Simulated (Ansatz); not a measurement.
# LaP: a single-point run

Aim: a sound single-point run of LaP. The structure is shown as the input types it. The cell is built on a prototype (zincblende) and needn't be the phase found in nature.

Method: density functional or hybrid calculation with the settings of its input, plane waves (as first typed), in Ansatz 0.2.0.

2 further runs of the same task are left out: 2 that didn't finish.

## 1. The starting structure

It takes space group F-43m (No. 216, cubic). The conventional cell has a = 6.633 Å, b = 6.633 Å, c = 6.633 Å, α = 90.00°, β = 90.00°, γ = 90.00°. Around La (site symmetry -43m) lie 4 P at 2.87 Å. P (site symmetry -43m) has 4 La at 2.87 Å as nearest neighbours.

Structure file:

```cif
data_structure
_symmetry_space_group_name_H-M 'P 1'
_symmetry_Int_Tables_number 1
_cell_length_a 4.6901
_cell_length_b 4.6901
_cell_length_c 4.6901
_cell_angle_alpha 60.000
_cell_angle_beta 60.000
_cell_angle_gamma 60.000
_cell_volume 72.95
loop_
_atom_site_label
_atom_site_type_symbol
_atom_site_fract_x
_atom_site_fract_y
_atom_site_fract_z
_atom_site_occupancy
La1 La 0.00000 0.00000 0.00000 1
P1 P 0.25000 0.25000 0.25000 1
```

## 2. The run

File input.yaml:

```yaml
crystal:
  lattice:
    - [0.0, 3.316409012, 3.316409012]
    - [3.316409012, 0.0, 3.316409012]
    - [3.316409012, 3.316409012, 0.0]
  atoms:
    - { symbol: La, position: [0.0, 0.0, 0.0] }
    - { symbol: P, position: [0.25, 0.25, 0.25] }
kpoints:
  mp_grid: { grid: [4, 4, 4] }
hamiltonian:
  xc: r2scan
scf:
  occupations: { method: fixed }
  n_extra_bands: 4
  max_iter: 82
output:
  forces: true
  stress: true
  eigenvalues: true
basis:
  ecutwfc: 160
```

On the command line:

```
$ ansatz run input.yaml --threads 4 --pin off --max-ram 3686MiB --backend cpu --events-out ev --progress --plain --runs-dir out
```

**Question.** How will this run end, and is anything wrong with its input?

The run converged and reported no error, with warnings (cutoff below recommended). Its log warns: «basis.ecutwfc = 160 eV is below the records' recommended 500 eV ...»

The suspect setting: basis.ecutwfc is 160. The cutoff lies far under what these potentials need. The potentials' recommended cutoff is 500 eV.

Run again and compare: delete basis.ecutwfc (the default then holds).
